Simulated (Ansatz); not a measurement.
# Co3Sn2Se2 (element-swapped structure): how the settings move a single-point run, part 2 of 2

Aim: see which settings change the result for Co3Sn2Se2 (element-swapped structure), by how much, and at what cost.

Ansatz 0.2.0; reference level DFT PBE, plane waves, PAW, scalar-relativistic, no spin polarisation. Earlier steps stand in the parts before.

**6. Variant: xc lda, hubbard.sites [{species: Co, l: d, u_eff: 3.0}], hubbard.double_counting fll**

The input, input.yaml:

```yaml
crystal:
  lattice:
    - [2.753798, 4.769713, 0.0]
    - [-2.753798, 4.769713, 0.0]
    - [0.0, -3.179805, 4.498476]
  atoms:
    - { symbol: Co, position: [0.0, 0.0, 0.5] }
    - { symbol: Co, position: [0.5, 0.0, 0.5] }
    - { symbol: Co, position: [0.0, 0.5, 0.5] }
    - { symbol: Se, position: [0.283, 0.283, 0.849] }
    - { symbol: Se, position: [0.717, 0.717, 0.151] }
    - { symbol: Sn, position: [0.5, 0.5, 0.5] }
    - { symbol: Sn, position: [0.0, 0.0, 0.0] }
  symmetry: { tolerance: 0.0003 }
kpoints:
  mp_grid: { grid: [4, 4, 4], shift: [0, 0, 0] }
magnetization:
  spin_polarized: false
scf:
  occupations: { method: fermi_dirac }
hamiltonian:
  pseudopotentials: { kind: paw }
  xc: lda
  hubbard: { sites: [{ species: Co, l: d, u_eff: 3.0 }], double_counting: fll }
basis:
  ecutwfc: 420
output:
  forces: true
  stress: true
  eigenvalues: true
```

Started as:

```console
ansatz run input.yaml --threads 1 --pin off --max-ram 2560MiB --backend cpu --events-out ev --progress --plain --runs-dir out
```

Output:

```text
Warning: crystal.lattice misses the space group found at crystal.symmetry.tolerance 3.0e-4 in a digit that the deck types, which is why this is a warning: making the lattice exact moves one of its numbers by a whole unit of that number's last typed decimal, or more. The operation that it misses by the most changes a squared length by the fraction 2.31e-6. The run uses the lattice that is a stretch of the typed one, with no rotation, onto the one that keeps every operation to a double's rounding (on a very oblique basis the stretch itself rounds by more); the deck's lattice vector that moved farthest moved by 3.75e-6 Å. To run the lattice as typed, set crystal.symmetry.tolerance under 2.31e-6, the least fraction by which an operation that the lattice misses changes a squared length (the same key also sets how far an atom may lie from its image, so lowering it can lose operations that the atoms keep only within it), or set crystal.symmetry.detect: false (a key that needs symmetry detection or time reversal refuses this as the deck is read). crystal.lattice made exact, in Å and degrees: [[2.753796542254015, 4.769715524891052, -1.943876276560189e-6], [-2.753796542254015, 4.769715524891052, -1.943876276560189e-6], [0.0, -3.1798085165935492, 4.498477295918638]]. Pasted over the deck's crystal.lattice, beside positions in fractional coordinates, it runs the same cell (given as lengths and angles, that cell in the form's own orientation, a rigid turn of the misfit's size from the one run here, for which a checkpoint.post_process_only pass over this run's state can be refused: where this run relaxes nothing, give such a pass this deck's own crystal.lattice, as typed; behind a relaxation, as crystal.lattice, the state's own cell, identity.cell in its checkpoint.json), and a matrix so pasted ends this notice, except on a very skew basis of the lattice, where the rounding of the pasted numbers themselves can read as a misfit: the cell is then moved again, and that move is told again. The lattice as run is in this notice's lattice.as_run_ang field (Run.prep()["deck_notices"] in Python, the deck_notice line of an events file, deck_notices of ansatz run --dry-run=json, or deck_notices in record.json in the deck's checkpoint.write directory).
Warning: RAYON_NUM_THREADS=1 ignored (pool sized by the plan → 1); use --threads N
Co: projections on atomic orbitals take those of the free atom [Ne] 3s2 3p6 3d7 4s2, of charge +0.00 (hamiltonian.pseudopotentials.projection_atoms); the dataset's partial waves leave at most 1.4e-6 of an orbital's norm unspanned inside its sphere
Se: projections on atomic orbitals take those of the free atom [Ar] 3d10 4s2 4p4, of charge +0.00 (hamiltonian.pseudopotentials.projection_atoms); the dataset's partial waves leave at most 2.3e-6 of an orbital's norm unspanned inside its sphere
Sn: projections on atomic orbitals take those of the free atom [Kr] 4d10 5s2 5p2, of charge +0.00 (hamiltonian.pseudopotentials.projection_atoms); the dataset's partial waves leave at most 5.0e-6 of an orbital's norm unspanned inside its sphere
Engine: ansatz 0.2.0, aarch64-unknown-linux-gnu
Pseudopotentials: kind: paw
Pseudopotential: Co, paw, valence charge 17, recommended cutoff 420 eV (normal), Co.paw.azcp
Pseudopotential: Se, paw, valence charge 16, recommended cutoff 420 eV (normal), Se.paw.azcp
Pseudopotential: Sn, paw, valence charge 14, recommended cutoff 420 eV (normal), Sn.paw.azcp
Functional definition: SPW92
  exchange = slater_x
  correlation = pw_c
Crystal: 7 atoms, lattice volume = 118.173 Å³
Basis set: ecut = 420 eV, 2277 PW (Γ)
Bands: 67, of which v1, the nominal top of the filled ones, is band 56 counted from 1 (55 counted from 0)
Symmetry: 12 space group operations
Space group: R-3m (ITA 166), of the structure as read, at distance tolerance 7.4e-4 Å
k-points: 13 of 64
Non-local potential: Co, projectors of the file, l = 0: 3, l = 1: 2, l = 2: 3, l = 3: 1
Non-local potential: Se, projectors of the file, l = 0: 2, l = 1: 2, l = 2: 3, l = 3: 1
Non-local potential: Sn, projectors of the file, l = 0: 2, l = 1: 2, l = 2: 2, l = 3: 2
PAW form: soft (Blöchl's): semilocal exchange-correlation on the pseudo side does not see the compensation charge
PAW frozen core: Co, regenerated for the run's functional, and the local potential with it (the file was generated under x = pbe(κ = 0.804, μ = 0.2195149727645171), c = pbe(β = 0.06672455060314922))
PAW frozen core: Se, regenerated for the run's functional, and the local potential with it (the file was generated under x = pbe(κ = 0.804, μ = 0.2195149727645171), c = pbe(β = 0.06672455060314922))
PAW frozen core: Sn, regenerated for the run's functional, and the local potential with it (the file was generated under x = pbe(κ = 0.804, μ = 0.2195149727645171), c = pbe(β = 0.06672455060314922))
PAW one-centre angular grid: Co, 590 points (default); XC on 64 Gauss nodes
PAW one-centre angular grid: Se, 590 points (default); XC on 64 Gauss nodes
PAW one-centre angular grid: Sn, 590 points (default); XC on 64 Gauss nodes
Initial density: superposition of atomic densities (chi_scale 0.1, normalization cell, long waves of neutral atoms under a Hubbard term (reshape's long-wave potential 0.01 eV rms, cloud 2.59 Å wide))
Initial wavefunctions: pseudopotential atomic-orbital guess
Functional: x = slater, c = lda
SCF iter   1: F=—  HF=-37730.679223 eV  |F-HF|=—  |Δ(HF+E_count)|=         —  Δρ=3.60e-1  dr2=1.66e2  ethr=3.10e-3  ⟨swp⟩=5.7  Hψ=3005  notcnv=0  defer=1
preconditioner: auto → Kerker (q_TF=auto, 2.700 Å⁻¹)  [metal: Δε(μ)=0.086 eV  Ē_g=13.554 eV  σ=0.100 eV  W_gap=0.21  n_scr=50 (ndim 8)  ℏωp=28.0 eV  f_vac=0.000  D(μ)=2.95/eV (n_scr^D=14)]
SCF iter   2: F=—  HF=-37726.105884 eV  |F-HF|=—  |Δ(HF+E_count)|=    4.57e0  Δρ=4.13e-1  dr2=1.04e2  ethr=3.10e-3  ⟨swp⟩=4.0  Hψ=2274  notcnv=0  defer=37
SCF iter   3: F=—  HF=-37711.808093 eV  |F-HF|=—  |Δ(HF+E_count)|=    1.43e1  Δρ=6.02e-2  dr2=8.72e0  ethr=3.10e-3  ⟨swp⟩=4.2  Hψ=2249  notcnv=0  defer=10
SCF iter   4: F=—  HF=-37709.687786 eV  |F-HF|=—  |Δ(HF+E_count)|=    2.12e0  Δρ=7.87e-2  dr2=6.32e0  ethr=3.10e-3  ⟨swp⟩=3.1  Hψ=1946  notcnv=0  defer=30
SCF iter   5: F=—  HF=-37709.468926 eV  |F-HF|=—  |Δ(HF+E_count)|=   2.19e-1  Δρ=5.90e-2  dr2=3.07e0  ethr=3.10e-3  ⟨swp⟩=2.3  Hψ=1113  notcnv=0  defer=24
SCF iter   6: F=—  HF=-37709.226837 eV  |F-HF|=—  |Δ(HF+E_count)|=   2.42e-1  Δρ=1.36e-2  dr2=2.32e-1  ethr=2.76e-3  ⟨swp⟩=2.0  Hψ=1115  notcnv=0  defer=24
SCF iter   7: F=—  HF=-37709.207816 eV  |F-HF|=—  |Δ(HF+E_count)|=   1.90e-2  Δρ=1.02e-2  dr2=9.48e-2  ethr=2.09e-4  ⟨swp⟩=2.0  Hψ=1659  notcnv=0  defer=27
SCF iter   8: F=—  HF=-37709.200479 eV  |F-HF|=—  |Δ(HF+E_count)|=   7.34e-3  Δρ=1.08e-3  dr2=2.05e-3  ethr=8.54e-5  ⟨swp⟩=2.0  Hψ=974  notcnv=0  defer=27
SCF iter   9: F=—  HF=-37709.200146 eV  |F-HF|=—  |Δ(HF+E_count)|=   3.33e-4  Δρ=1.82e-3  dr2=3.78e-3  ethr=1.85e-6  ⟨swp⟩=2.0  Hψ=1406  notcnv=0  defer=27
SCF iter  10: F=—  HF=-37709.199777 eV  |F-HF|=—  |Δ(HF+E_count)|=   3.68e-4  Δρ=1.30e-4  dr2=2.16e-5  ethr=1.85e-6  ⟨swp⟩=2.0  Hψ=993  notcnv=0  defer=27
SCF iter  11: F=—  HF=-37709.199777 eV  |F-HF|=—  |Δ(HF+E_count)|=   2.32e-7  Δρ=4.16e-5  dr2=2.47e-6  ethr=1.95e-8  ⟨swp⟩=2.0  Hψ=1292  notcnv=0  defer=27
SCF iter  12: F=—  HF=-37709.199777 eV  |F-HF|=—  |Δ(HF+E_count)|=   5.97e-7  Δρ=9.96e-6  dr2=1.47e-7  ethr=2.22e-9  ⟨swp⟩=2.0  Hψ=1093  notcnv=0  defer=27
SCF iter  13: F=—  HF=-37709.199777 eV  |F-HF|=—  |Δ(HF+E_count)|=   4.02e-8  Δρ=1.98e-5  dr2=3.60e-7  ethr=9.01e-11  ⟨swp⟩=12.5  Hψ=4442  notcnv=0
SCF iter  14: F=-37709.199777 eV  HF=-37709.199777 eV  |F-HF|=8.35e-9  |Δ(HF+E_count)|=   3.01e-8  Δρ=3.39e-6  dr2=1.11e-8  ethr=9.01e-11  ⟨swp⟩=3.0  Hψ=2886  notcnv=0
SCF 1 converged in 14 iterations: F = -37709.199777 eV  dr2 = 1.11e-8
SCF converged after 14 iterations
Free energy (F): -37709.199777 eV
Harris-Foulkes:  -37709.199777 eV  (|F-HF|=8.35e-9)
Internal energy: -37709.050486 eV  (E = F + TS)
E sigma→0 (E₀):  -37709.125131 eV
Entropy (-TS):   -0.149291 eV (-21.327 meV/atom)
Fermi energy:    13.819578 eV
--- Per-component energies (eV) ---
  E_band       = -1638.814064
  E_kinetic    = 1986.557718
  E_local      = -16828.922707  (includes V_loc(G=0)·N_el)
  E_nonlocal   = 172.910652
  E_hartree    = 7925.314979
  E_xc         = -1438.186456
  E_vxc        = -1008.623492  (∫ρ·V_xc dr)
  E_hubbard    = 6.297721  (on-site DFT+U / exact-exchange correction)
  E_vhub       = -23.949842  (the Hubbard potential's part of the band-sum identity)
  E_paw        = -16022.423594  (= ΣΔE_a)
  E_vpaw       = -1787.401426  (= ΣTr[D̂ρ^β])
  E_aug_tail   = -0.001144  (compensation charges beyond the density's cutoff)
  E_ewald      = -13517.136927
  E_core_change = 6.539273  (= ΣΔE_core)
  E_smearing   = -0.149291  (= −TS)
  E_closure    = -0.000000  (closes the sum)
  Σ components = -37709.199777   (vs F -37709.199777, Δ=0.00e0)
--- Forces (eV/Å), atoms counted from 1 ---
  atom   1  Co    -0.00000000     0.00000000     0.00000000
  atom   2  Co    -0.00000000     0.00000000    -0.00000000
  atom   3  Co    -0.00000000     0.00000000     0.00000000
  atom   4  Se     0.00000000     0.00000012     0.28666682
  atom   5  Se    -0.00000000    -0.00000012    -0.28666682
  atom   6  Sn     0.00000000     0.00000000     0.00000000
  atom   7  Sn    -0.00000000     0.00000000     0.00000000
  max |Σ_I F_I| component: 1.16e-18 eV/Å
--- Stress (GPa, compression-positive) ---
       -8.881992      -0.000000       0.000000
       -0.000000      -8.881992       0.000001
        0.000000       0.000001      -5.605801
  P = ⅓ Tr σ = -7.7899 GPa (-77.899 kbar)
--- Band table (eV; the first three rows and the last of 13) ---
  k-point 0: bands = ["-79.2524", "-79.2444", "-79.2444", "-43.4504", "-43.4067", "-43.4067", "-42.8215", "-42.8106", "-42.8106", "-42.7721", "-42.7703", "-42.7703", "-34.6570", "-34.6570", "-34.6545", "-34.6545", "-34.6359", "-34.6359", "-34.6332", "-34.6332", "-34.6209", "-34.6200", "-7.7275", "-7.7275", "-7.6740", "-7.6343", "-7.6343", "-7.5881", "-7.5827", "-7.5827", "-7.4878", "-7.4878", "-1.2478", "0.4902", "5.6384", "7.0703", "7.9789", "8.1711", "8.1711", "9.3442", "10.2995", "10.2995", "11.3720", "11.3720", "11.4853", "11.5119", "11.5119", "11.7100", "11.7458", "11.7458", "12.3891", "12.4048", "12.4048", "12.8176", "12.8176", "13.7079", "13.8209", "14.0338", "14.0338", "14.4529", "17.2919", "17.2919", "17.7019", "17.7019", "18.0546", "22.2815", "24.1718"]
  k-point 1: bands = ["-79.2525", "-79.2444", "-79.2444", "-43.4504", "-43.4067", "-43.4067", "-42.8216", "-42.8106", "-42.8106", "-42.7721", "-42.7703", "-42.7703", "-34.6566", "-34.6566", "-34.6547", "-34.6547", "-34.6360", "-34.6360", "-34.6333", "-34.6333", "-34.6209", "-34.6200", "-7.7253", "-7.7253", "-7.6733", "-7.6265", "-7.6265", "-7.5866", "-7.5861", "-7.5861", "-7.4896", "-7.4896", "-0.9990", "0.2643", "5.3819", "6.5468", "8.0249", "8.2657", "8.2657", "9.6976", "9.6976", "10.3440", "10.9845", "10.9845", "11.3112", "11.3757", "11.4948", "11.4948", "12.3358", "12.3358", "12.3741", "12.6315", "12.6315", "12.8250", "12.8250", "13.7070", "14.3040", "14.4001", "14.4001", "16.0750", "16.6116", "17.3040", "17.3040", "18.8282", "18.8282", "21.3222", "21.7298"]
  k-point 2: bands = ["-79.2525", "-79.2444", "-79.2444", "-43.4504", "-43.4067", "-43.4067", "-42.8217", "-42.8106", "-42.8106", "-42.7721", "-42.7703", "-42.7703", "-34.6561", "-34.6561", "-34.6552", "-34.6552", "-34.6360", "-34.6360", "-34.6333", "-34.6333", "-34.6209", "-34.6199", "-7.7230", "-7.7230", "-7.6726", "-7.6168", "-7.6168", "-7.5915", "-7.5915", "-7.5852", "-7.4914", "-7.4914", "-0.5243", "-0.1797", "4.8887", "6.3378", "8.5288", "8.5288", "9.0377", "9.0377", "9.1722", "10.0793", "10.3287", "10.7629", "10.7629", "11.5050", "11.5050", "11.8165", "12.3387", "12.3387", "12.3591", "12.7651", "12.7651", "13.7062", "13.7301", "13.7301", "14.2220", "14.2220", "15.0167", "16.3335", "17.5196", "17.5196", "17.9885", "19.8450", "20.0875", "20.0875", "20.9735"]
  k-point 12: bands = ["-79.2496", "-79.2469", "-79.2442", "-43.4355", "-43.4209", "-43.4065", "-42.8102", "-42.8066", "-42.7932", "-42.7929", "-42.7790", "-42.7757", "-34.6566", "-34.6557", "-34.6556", "-34.6548", "-34.6358", "-34.6350", "-34.6344", "-34.6334", "-34.6205", "-34.6202", "-7.7251", "-7.7249", "-7.6686", "-7.6285", "-7.6213", "-7.5912", "-7.5882", "-7.5853", "-7.4869", "-7.4835", "-0.6482", "-0.0472", "5.3445", "5.7631", "8.0231", "8.6945", "8.7471", "8.9881", "10.1942", "10.2855", "10.7034", "10.7904", "11.1221", "11.4572", "11.6489", "11.7339", "12.0980", "12.2346", "12.3600", "12.5224", "12.8083", "12.8724", "13.0502", "13.9726", "14.0379", "14.6737", "15.7628", "15.8660", "16.7875", "17.2060", "17.8292", "19.6564", "20.2541", "20.4218", "21.1255"]
Occupation matrices written to <dir>
```

It took 15 s on 1 thread of Arm Neoverse V1, shared host; peak memory 0.49 GiB.

A change of functional puts the total energy on another scale; the pressure goes from 2.0 to -7.8 GPa and the largest force goes from 1.02 to 0.29 eV/Å. The Hubbard U changed too. Cost: 14 SCF cycles against 8, 15 s against 7.8 s.

**7. All runs together**

This closing draws on all 2 parts.

| run | ending | energy change | pressure (GPa) | gap (eV) | force (eV/Å) | cycles | time |
| --- | --- | --- | --- | --- | --- | --- | --- |
| reference | converged | 0 | 2.0 | 0.00 | 1.02 | 8 | 7.8 s |
| 1: chi_scale 0.0, n_extra_bands 32 | converged | 0.0 meV/atom | 2.0 | 0.00 | 1.02 | 12 | 12 s |
| 2: mp_grid.grid [3, 3, 3], eigensolver.kind davidson, basis.precision f64 | converged | -6.5 meV/atom | 1.7 | 0.00 | 1.08 | 8 | 5.5 s |
| 3: eigensolver.kind davidson, ecutrho_ratio 8, basis.precision f64 | converged | 0.0 meV/atom | 2.0 | 0.00 | 1.02 | 8 | 13 s |
| 4: xc lda, hubbard.sites [{species: Co, l: d, u_eff: 3.0}], hubbard.double_counting fll | converged | not comparable | -7.8 | 0.00 | 0.29 | 14 | 15 s |

Times don't compare one to one where runs were asked for different outputs or read a saved state (see the inputs); cycles may leave out searches for a lower state.

Residual by cycle in the longest SCF loop of each run; runs are numbered as in the table. The quantity is the density residual dr2, in eV.

| cycle | reference | run 1 | run 2 | run 3 | run 4 |
| --- | --- | --- | --- | --- | --- |
| 1 | 0.00768 | 55.2 | 0.0107 | 0.00921 | 166 |
| 2 | 0.00303 | 12.4 | 0.00261 | 0.00259 | 104 |
| 3 | 2.1e-4 | 1.72 | 4.3e-4 | 4.0e-4 | 8.72 |
| 5 | 1.3e-5 | 0.0284 | 1.6e-5 | 1.4e-5 | 3.07 |
| 6 | 5.9e-7 | 0.00477 | 1.2e-6 | 8.1e-7 | 0.232 |
| 7 | 3.2e-7 | 0.00118 | 2.0e-7 | 1.2e-7 | 0.0948 |
| 8 | 2.9e-8 | 2.6e-4 | 3.1e-8 | 2.3e-8 | 0.00205 |
| 9 | - | 1.3e-5 | - | - | 0.00378 |
| 10 | - | 6.9e-7 | - | - | 2.2e-5 |
| 12 | - | 9.6e-9 | - | - | 1.5e-7 |
| 13 | - | - | - | - | 3.6e-7 |
| 14 | - | - | - | - | 1.1e-8 |

What this shows: Of the converged runs whose energies compare with the reference's, «mp_grid.grid [3, 3, 3], eigensolver.kind davidson, basis.precision f64» moves the energy most (-6.5 meV/atom). A changed U is a change of model: its shifts are not errors of convergence. The reference leaves spin out although Co can carry a moment, so its state need not be the lowest.

The reference is no final answer either: its mesh is coarse for a cell with so small a gap or none; the structure is made up and not relaxed.
